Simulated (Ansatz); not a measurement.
# MgBe2Te3: the cost of one run

Program: Ansatz 0.2.0. Level of theory: DFT PBE, scalar-relativistic, plane waves, PAW. These are calculated values, not measurements.

**1. The system as given**

It takes space group P4mm (No. 99, tetragonal). The conventional cell has a = 3.777 Å, b = 3.777 Å, c = 8.220 Å, α = 90.00°, β = 90.00°, γ = 90.00°. Around Mg (site symmetry 4mm) lie 5 Be at 2.82 to 2.93 Å. Be (site symmetry 4mm) is surrounded by 8 Te at 2.83 to 2.90 Å and 1 Mg at 2.93 Å. Be (site symmetry 4mm) has 4 Mg at 2.82 Å and 5 Te at 2.88 to 2.92 Å as nearest neighbours. Around Te (site symmetry 2mm) lie 4 Te at 2.67 Å and 4 Be at 2.88 to 2.90 Å. Te (site symmetry 4mm) is surrounded by 5 Be at 2.83 to 2.92 Å.

As a file:

```cif
data_structure
_symmetry_space_group_name_H-M 'P 1'
_symmetry_Int_Tables_number 1
_cell_length_a 3.7767
_cell_length_b 3.7767
_cell_length_c 8.2197
_cell_angle_alpha 90.000
_cell_angle_beta 90.000
_cell_angle_gamma 90.000
_cell_volume 117.24
loop_
_atom_site_label
_atom_site_type_symbol
_atom_site_fract_x
_atom_site_fract_y
_atom_site_fract_z
_atom_site_occupancy
Mg1 Mg 0.50000 0.50000 0.62362 1
Be1 Be 0.50000 0.50000 0.26656 1
Be2 Be 0.00000 0.00000 0.73394 1
Te1 Te 0.50000 0.00000 0.99831 1
Te2 Te 0.00000 0.50000 0.99831 1
Te3 Te 0.00000 0.00000 0.37926 1
```

Recipe of the guess: species swapped into a database cell of Zr2P3S (P4mm, No. 99), with Be on the Zr sites, Te on the P sites and Mg on the S sites. The dimensions are guesses.

**2. Probe: one point on a coarse mesh**

Contents of input.yaml:

```yaml
crystal:
  lattice:
    - [3.77672009, 0.0, 0.0]
    - [0.0, 3.77672009, 0.0]
    - [0.0, 0.0, 8.219721]
  atoms:
    - { symbol: Mg, position: [0.5, 0.5, 0.62362391] }
    - { symbol: Be, position: [0.5, 0.5, 0.26656356] }
    - { symbol: Be, position: [0.0, 0.0, 0.73393774] }
    - { symbol: Te, position: [0.5, 0.0, 0.99830878] }
    - { symbol: Te, position: [0.0, 0.5, 0.99830878] }
    - { symbol: Te, position: [0.0, 0.0, 0.37925726] }
basis:
  ecutwfc: 420
kpoints:
  mp_grid: { grid: [4, 4, 2] }
hamiltonian:
  xc: pbe
scf:
  occupations: { method: gaussian, width: 0.1 }
  lower_state_search: "off"
output:
  forces: true
  stress: true
  eigenvalues: true
```

Run with:

```bash
> ansatz run input.yaml --threads 1 --pin off --max-ram 2560MiB --backend cpu --events-out ev --progress --plain --runs-dir out
```

Q: Estimate wall time and peak memory on 1 thread of Intel Xeon at 2.70GHz, shared host.

About 4.7 s, with a peak of 0.36 GiB.
